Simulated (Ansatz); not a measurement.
# Cu: the cost of one run

Method: DFT r2SCAN, scalar-relativistic, plane waves, PAW, in Ansatz 0.2.0.

2 further runs of the same task are left out: 2 set aside as unsound or not needed. Runs told in other sessions of the task aren't counted.

## 1. The starting structure

It takes space group P6_3/mmc (No. 194, hexagonal). The conventional cell has a = 2.529 Å, b = 2.529 Å, c = 8.264 Å, α = 90.00°, β = 90.00°, γ = 120.00°. Around Cu (site symmetry -3m) lie 12 Cu at 2.53 Å. Cu (site symmetry -6m2) is surrounded by 12 Cu at 2.53 Å.

Coordinates:

```xyz
8
Lattice="-1.2647 -2.1905 0.0000 1.2647 -2.1905 0.0000 0.0000 0.0000 16.5279" Properties=species:S:1:pos:R:3 pbc="T T T"
Cu    0.0000    0.0000    8.2639
Cu    0.0000    0.0000    0.0000
Cu    0.0000   -2.9206    2.0660
Cu    0.0000   -2.9206   10.3299
Cu    0.0000    0.0000    4.1320
Cu    0.0000    0.0000   12.3959
Cu    0.0000   -1.4603    6.1980
Cu    0.0000   -1.4603   14.4619
```

It goes back to an entry of the Materials Project, which need not be the stable form.

It is built from the cell relaxed beforehand with the same method (11.45 Å³/atom).

## 2. The reference cell

The cell is repeated 2 times, 8 atoms in all. Reference values: F = -53049.8758 eV; pressure -0.07 GPa; largest force 0.000 eV/Å; gap on the mesh none (metal). It was computed beforehand with the settings of the runs below.

## 3. Setting up a stacking-fault curve

The cut lies on the cell's a–b face, a (0 0 1) plane of area 5.54 Å², between layers 2.07 Å apart (Cu below, Cu above); the cell is 16.5 Å thick. Vector c is tilted by f times 1·a + 0·b (length 2.529 Å) with the atoms' Cartesian places fixed: one unrelaxed fault per cell.

## 4. f = 0.200

input.yaml

```yaml
crystal:
  lattice:
    - [-1.2646697541, -2.1904722689, 0.0]
    - [1.2646697541, -2.1904722689, 0.0]
    - [-0.2529339508, -0.4380944538, 16.5278797172]
  atoms:
    - { symbol: Cu, position: [-0.0875, 0.0, 0.4375] }
    - { symbol: Cu, position: [-0.1875, 0.0, 0.9375] }
    - { symbol: Cu, position: [0.6541666667, 0.6666666667, 0.0625] }
    - { symbol: Cu, position: [0.5541666667, 0.6666666667, 0.5625] }
    - { symbol: Cu, position: [-0.0375, 0.0, 0.1875] }
    - { symbol: Cu, position: [-0.1375, 0.0, 0.6875] }
    - { symbol: Cu, position: [0.2708333333, 0.3333333333, 0.3125] }
    - { symbol: Cu, position: [0.1708333333, 0.3333333333, 0.8125] }
basis:
  ecutwfc: 500
kpoints:
  mp_grid: { grid: [21, 21, 3] }
hamiltonian:
  xc: r2scan
scf:
  occupations: { method: gaussian, width: 0.15 }
output:
  forces: true
  stress: true
  eigenvalues: true
```

Command:

```
> ansatz run input.yaml --threads 2 --pin off --max-ram 5120MiB --backend cpu --events-out ev --progress --plain --runs-dir out
```

Q: Estimate wall time and peak memory on 2 threads of AMD EPYC 9R45 (Zen 5), shared host.

About 4.3 min, with a peak of 4.3 GiB.
